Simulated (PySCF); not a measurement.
**[Ho(OH)2]+: other functionals and bases at one geometry**

An exercise on one series of results from a longer session: the logs are not shown, and one member is left open.

Program: PySCF 2.14.0. Level of theory: several levels, as the steps say, no spin–orbit coupling. These are calculated values, not measurements.

1 further run of the same task is left out (for a known fault of the program).

**Starting geometry**

5 atoms, charge 1, spin multiplicity 1.

Bond lengths: Ho1–O2 1.944 Å, Ho1–O4 1.944 Å, O2–H3 0.962 Å, O4–H5 0.962 Å. Angles: O2–Ho1–O4 113.9°, Ho1–O2–H3 166.5°, Ho1–O4–H5 166.5°.

Coordinates:

| atom | x (Å) | y (Å) | z (Å) |
| --- | --- | --- | --- |
| Ho1 | 0.0000 | 0.0000 | -0.5544 |
| O2 | 1.6285 | -0.0347 | 0.5063 |
| H3 | 2.2898 | -0.0491 | 1.2050 |
| O4 | -1.6285 | 0.0347 | 0.5063 |
| H5 | -2.2898 | 0.0491 | 1.2050 |

Formal oxidation states: Ho +3. Each metal's 10 4f electrons lie in its core potential, so multiplicities, spins and levels count the valence alone. An earlier session relaxed this geometry at PBE0, Ho lcecp-1-SVP with ECP56, O def2-SVP, H def2-SVP (singlet, point group C2v).

At PBE0 on the finer grid: E = -188.914391 Eh, HOMO -13.68 eV, LUMO -7.14 eV, Mulliken charge on Ho1 +1.38 e, largest force component 0.010 eV/Å. 

Levels to run: M06-L; revPBE; PBE0, TZVP. Hardware: 2 threads of Arm Neoverse V2, shared host.

The first run:

Input file run.py (the lines that set the calculation):

```python
mol = gto.M(atom='''
Ho     0.00000     0.00000    -0.55439
O      1.62852    -0.03473     0.50630
H      2.28980    -0.04914     1.20505
O     -1.62852     0.03473     0.50630
H     -2.28980     0.04914     1.20505''',
    basis={'Ho': 'lcecp-1-SVP', 'O': 'def2-SVP', 'H': 'def2-SVP'},
    ecp={'Ho': 'lcecp-1-SVP'},
    charge=1, spin=0)
mf = dft.RKS(mol, xc='M06L')
mf.grids.atom_grid = (75, 302)  # f atoms: unpruned, at least (60, 302)
mf = mf.density_fit()  # fitting sets: Ho AutoAux, O def2-universal-JKFIT, H def2-universal-JKFIT
mf.conv_tol = 1e-08; mf.max_cycle = 55
mf.kernel(dm0)  # dm0: the density of the relaxed state
```

The run is started by

```sh
> OMP_NUM_THREADS=2 python run.py
```

Among the steps run: M06-L; revPBE; PBE0, TZVP.

One table of the session follows, with a row left open; its other results are not shown here.

| level | HOMO (eV) | gap (eV) | charge on Ho1 (e) | dipole (D) | largest force component (eV/Å) |
| --- | --- | --- | --- | --- | --- |
| PBE0 (relaxed here) | -13.68 | 6.54 | 1.38 | 2.45 | 0.01 |
| M06-L | ? | ? | ? | ? | ? |
| revPBE | -12.03 | 4.20 | 1.25 | 2.09 | 0.56 |
| PBE0, TZVP | -13.73 | 6.61 | 1.77 | 2.66 | 0.16 |

Q: Estimate the row for M06-L from the others.

**Answer.** HOMO (eV): -12.22; gap (eV): 5.36; charge on Ho1 (e): 1.46; dipole (D): 2.54; largest force component (eV/Å): 0.46. In the column «HOMO (eV)» it lies between PBE0 (relaxed here) (-13.68) and revPBE (-12.03).

The dipole of a charged species depends on the origin, so these sizes hold for this origin alone.

In one basis the HOMO–LUMO gap runs from 4.20 eV (revPBE) to 6.54 eV (PBE0). The largest leftover force, 0.56 eV/Å with revPBE, stands at a geometry relaxed at another level. With 4f in the core, its levels are missing from HOMO and gap, and its count is fixed, so no charge can pass from the ligands into it. Total energies of different levels can't be compared.
